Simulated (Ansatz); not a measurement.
Runs of Ansatz 0.2.0 on SiSe. The structure is hexagonal, space group P-6m2 (No. 187). The conventional cell has a = 3.595 Å, b = 3.595 Å, c = 3.599 Å, α = 90.00°, β = 90.00°, γ = 120.00°. Si (site symmetry -6m2) has 6 Se at 2.75 Å as nearest neighbours. Around Se (site symmetry -6m2) lie 6 Si at 2.75 Å. The cell was built by a generator and needn't be a form met in nature.

| level | gap on the mesh (eV) | pressure (GPa) | relaxed volume (Å³/atom) |
| --- | --- | --- | --- |
| r2SCAN+rVV10 | none | 0.0 | 19.90 |
| r2SCAN+D4 | none | 0.0 | (b) |
| r2SCAN+D3(BJ)-ATM | none | 0.0 | 19.80 |
| r2SCAN+D3(BJ) | none | 0.0 | 19.68 |
| r2SCAN | none | 0.0 | (a) |

Alike in all rows: task relaxation of cell and atoms; potentials or basis Ansatz PAW; no spin polarisation; cell relaxed; k mesh 9 × 9 × 7; cutoff (eV) 500; smearing fermi-dirac 0.05 eV.

Estimate the missing entries.

(a) 20.18; (b) 20.02.

Caveats: the plane-wave basis is chosen anew once the cell has moved, so the energies of steps on either side of that aren't comparable; the PAW data sets come from PBE, with cores solved anew for the run's functional, which leaves a small shift of forces and pressure; pairwise dispersion overbinds metals, which lowers pressure and volume (some runs); the dispersion damping was fitted for another functional or another form of the correction (some runs).

A k mesh can miss the band edges, and the runs leave out spin-orbit coupling on Se.

A gap of «none» marks a metal or a gap under the smearing width.
